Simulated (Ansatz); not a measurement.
# ClF2H3O3W: the cost of one run

Program: Ansatz 0.2.0. Level of theory: RKS PBE0-D4/def2-SVP. These are calculated values, not measurements.

### Step 1. Starting point

Bond lengths: W1–F2 1.850 Å, W1–O3 1.940 Å, O3–H4 1.010 Å, W1–O5 1.940 Å, O5–H6 1.010 Å, W1–Cl7 2.390 Å, W1–F8 1.850 Å, W1–O9 1.940 Å, O9–H10 1.010 Å. Angles (14 of 18 angles, heavy atoms first): F2–W1–O3 90.0°, F2–W1–O5 90.0°, F2–W1–Cl7 90.0°, F2–W1–F8 90.0°, F2–W1–O9 180.0°, O3–W1–O5 90.0°, O3–W1–Cl7 180.0°, O3–W1–F8 90.0°, O3–W1–O9 90.0°, O5–W1–Cl7 90.0°, O5–W1–F8 180.0°, O5–W1–O9 90.0°, Cl7–W1–F8 90.0°, Cl7–W1–O9 90.0°.

Coordinates:

```xyz
10

W     0.0000    0.0000    0.0000
F     0.0000    0.0000    1.8500
O     1.9400    0.0000    0.0000
H     2.2771   -0.9519   -0.0197
O     0.0000    1.9400    0.0000
H    -0.6343    2.2771   -0.7100
Cl   -2.3900    0.0000    0.0000
F     0.0000   -1.8500    0.0000
O     0.0000    0.0000   -1.9400
H     0.5278    0.7924   -2.2771
```

### Step 2. Preparing the start

input.yaml

```yaml
crystal:
  periodic: [false, false, false]
  atoms:
    - { symbol: W, position_ang: [0.0, 0.0, 0.0] }
    - { symbol: F, position_ang: [0.0, 0.0, 1.85] }
    - { symbol: O, position_ang: [1.94, 0.0, 0.0] }
    - { symbol: H, position_ang: [2.2771, -0.9519, -0.0197] }
    - { symbol: O, position_ang: [0.0, 1.94, 0.0] }
    - { symbol: H, position_ang: [-0.6343, 2.2771, -0.71] }
    - { symbol: Cl, position_ang: [-2.39, 0.0, 0.0] }
    - { symbol: F, position_ang: [0.0, -1.85, 0.0] }
    - { symbol: O, position_ang: [0.0, 0.0, -1.94] }
    - { symbol: H, position_ang: [0.5278, 0.7924, -2.2771] }
basis:
  gaussian: { orbitals: def2-SVP }
hamiltonian:
  xc: pbe0
  dispersion: d4
relax:
  f_tol: 0.02
  max_steps: 40
```

Launch:

```bash
$ ansatz run input.yaml --threads 4 --pin off --max-ram 5120MiB --backend cpu --events-out ev --progress --plain --runs-dir out
```

What time and memory should one allow on 4 threads of Arm Neoverse V1, shared host?

About 82 s, with a peak of 0.42 GiB.
